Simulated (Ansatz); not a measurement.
# CH8GeOSi, SMILES C[SiH](O)[GeH3]: a rigid torsion scan

Computed with the Ansatz DFT code, driven from Python.

Interactive session:
```pycon
>>> import ansatz as az
>>> from ase import Atoms
>>> atoms = Atoms(['C', 'Si', 'O', 'Ge', 'H', 'H', 'H', 'H', 'H', 'H', 'H', 'H'], positions=[
...     (-1.5814, -0.1857, 0.3802),
...     (0.1014, 0.5445, 0.3488),
...     (0.8177, 0.273, 1.8568),
...     (1.3996, -0.4975, -1.3103),
...     (-1.5906, -1.2377, 0.5549),
...     (-2.1073, 0.0507, -0.6188),
...     (-2.1927, 0.3668, 1.1645),
...     (0.0964, 2.0088, 0.0708),
...     (0.3368, 0.843, 2.5492),
...     (2.7696, 0.0615, -1.303),
...     (1.3597, -2.0301, -0.9972),
...     (0.6678, -0.2524, -2.662),
... ])
>>> # start the scan from a relaxed geometry
>>> first = az.Crystal.molecule_from_ase(atoms).calculation()
>>> first = first.basis(gaussian='def2-SVP').functional('pbe0')
>>> first = first.relax(force_tolerance=0.02, max_steps=80)
>>> atoms.positions = first.run().report['positions_ang']
>>> start = atoms.get_dihedral(0, 1, 2, 8)
>>> energies = {}
>>> for turn in range(0, 360, 40):
...     turned = atoms.copy()
...     turned.set_dihedral(0, 1, 2, 8, start + turn, indices=[2, 8])
...     calc = (
...         az.Crystal.molecule_from_ase(turned).calculation()
...         .basis(gaussian='def2-SVP')  # the orbital basis, by name
...         .correlation('MP2')
...     )
...     energies[round((start + turn) % 360)] = calc.run().report['free_energy_ev']
...
>>> floor = min(energies.values())
>>> print('dihedral C0-Si1-O2-H8 (deg)   E - E(min) (kcal/mol)')
dihedral C0-Si1-O2-H8 (deg)   E - E(min) (kcal/mol)
>>> for angle, e in sorted(energies.items()):
...     print(f'{angle:8d} {23.060548 * (e - floor):14.3f}  ' + '#' * int(30 * (e - floor) / max(max(energies.values()) - floor, 1e-9)))
...
      12          1.430  ##############################
      52          1.174  ########################
      92          0.966  ####################
     132          0.881  ##################
     172          0.465  #########
     212          0.698  ##############
     252          0.512  ##########
     292          0.000
     332          0.595  ############
```

Reading the output:
- These settings explore the input space; basis and method may be short of convergence.
- The scan is rigid and the energies are electronic, in a modest basis. With rigid groups the curve can differ much from the relaxed path, the start wasn't checked as a minimum of this torsion, and equivalent turns needn't return to the same energy.
- The start is relaxed with a density functional and scanned with the wavefunction method, so it isn't exactly that method's minimum.
- Wall time of the script: 67 s on 1 thread of Arm Neoverse V2, with other jobs on the host, peak memory 0.37 GiB.
